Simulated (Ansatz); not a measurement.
# BW2: the cost of one run

Method: DFT PBEsol, scalar-relativistic, plane waves, PAW, in Ansatz 0.2.0.

1 further run of the same task is left out (set aside as unsound or not needed).

**1. Starting point**

The structure is tetragonal, space group I4/mcm (No. 140). Conventional cell: a = 5.536 Å, b = 5.536 Å, c = 4.751 Å, α = 90.00°, β = 90.00°, γ = 90.00°. B (site symmetry 422) has 8 W at 2.37 Å and 2 B at 2.38 Å as nearest neighbours. Around W (site symmetry m2m) lie 4 B at 2.37 Å and 3 W at 2.66 to 2.69 Å.

Structure file:

```xyz
6
Lattice="-2.7681 2.7681 2.3753 2.7681 -2.7681 2.3753 2.7681 2.7681 -2.3753" Properties=species:S:1:pos:R:3 pbc="T T T"
B     0.0000    0.0000    1.1877
B     0.0000    0.0000    3.5630
W     0.9408    3.7089    0.0000
W     1.8274    0.9408    0.0000
W     1.8274   -0.9408    2.3753
W     0.9408    1.8274    2.3753
```

This cell was relaxed beforehand with the same method: volume 12.13 Å³/atom, gap on the mesh none (metal).

**2. Electronic structure at the relaxed geometry**

input.yaml reads:

```yaml
crystal:
  lattice:
    - [-2.7681225217, 2.7681225217, 2.3753482252]
    - [2.7681225217, -2.7681225217, 2.3753482252]
    - [2.7681225217, 2.7681225217, -2.3753482252]
  atoms:
    - { symbol: B, position: [0.25, 0.25, 0.0] }
    - { symbol: B, position: [0.75, 0.75, 0.0] }
    - { symbol: W, position: [0.6699262554, 0.1699262554, 0.8398525108] }
    - { symbol: W, position: [0.1699262554, 0.3300737446, 0.5] }
    - { symbol: W, position: [0.3300737446, 0.8300737446, 0.1601474892] }
    - { symbol: W, position: [0.8300737446, 0.6699262554, 0.5] }
basis:
  ecutwfc: 420
kpoints:
  mp_grid: { grid: [10, 10, 10] }
  band_path:
    path:
      - [[0.0, 0.0, 0.0], [0.0, 0.0, 0.5], [-0.5, 0.5, 0.5], [0.0, 0.0, 0.0], [0.43408736, 0.43408736, -0.43408736]]
      - [[-0.43408736, 0.56591264, 0.43408736], [-0.5, 0.5, 0.5]]
      - [[0.0, 0.0, 0.5], [0.25, 0.25, 0.25], [0.0, 0.5, 0.0], [0.0, 0.0, 0.0]]
    npoints: 14
hamiltonian:
  xc: pbesol
scf:
  occupations: { method: gaussian, width: 0.1 }
  n_extra_bands: 15
output:
  forces: true
  stress: true
  eigenvalues: true
  populations: true
  dos: { projected: true, de: 0.02, nscf_kmesh: { grid: [15, 15, 15] } }
  bader: true
```

The run is started by

```bash
ansatz run input.yaml --threads 1 --pin off --max-ram 2560MiB --backend cpu --events-out ev --progress --plain --runs-dir out
```

What time and memory should one allow on 1 thread of Arm Neoverse V1, shared host?

About 2.2 min, with a peak of 0.73 GiB.
